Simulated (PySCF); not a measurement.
# AlFH4O3Si2 ((F)1Al(OSiH2)2O): the cost of one run

Computed with PySCF 2.14.0, with density-fitted response routines of our own, on a single molecule in the gas phase. Atoms are numbered from 0 throughout.

## (1) Starting geometry

11 atoms, charge 0, multiplicity 1; geometry from: GFN2-xTB. The atoms were then displaced at random by about 0.03 Å, so the start is not that level's minimum.

Bonds of the start (Å): Al0–F1 1.55, Al0–O2 1.77, Al0–O6 1.74, O2–Si3 1.57, Si3–O4 1.57, Si3–H7 1.44, Si3–H8 1.57, O4–Si5 1.66, Si5–O6 1.67, Si5–H9 1.43, Si5–H10 1.47.

## (2) Geometry optimisation at PBE0-D3(BJ)/def2-SVP

The job: settings as JSON, then the geometry in Å.

```
{"job": {"xc": "PBE0", "basis": "def2-SVP", "d3": "d3bj", "grid": 1, "maxiter": 40, "shake": 0.03, "kind": "geom"}, "charge": 0, "multiplicity": 1}
Al     0.844740    -1.334570     1.161250
F      1.450850    -2.366370     2.143750
O     -0.279370    -1.629810    -0.169850
Si    -0.857430    -0.609150    -1.217790
O     -0.583720     0.901310    -0.872250
Si     0.338210     1.604970     0.309790
O      1.007630     0.397240     1.257180
H     -0.341860    -0.890650    -2.529020
H     -2.394510    -0.752580    -0.937930
H      1.466780     2.227130    -0.314130
H     -0.553260     2.366980     1.199900
```

Command:

```bash
$ OMP_NUM_THREADS=1 python probes_run.py task.json out
```

The driver reads the jobs from task.json and runs them one after another.

Q: Estimate the wall time and peak memory of this first job on 1 thread of AMD EPYC 9R45, shared host.

About 30 s, with a peak of 0.49 GiB.
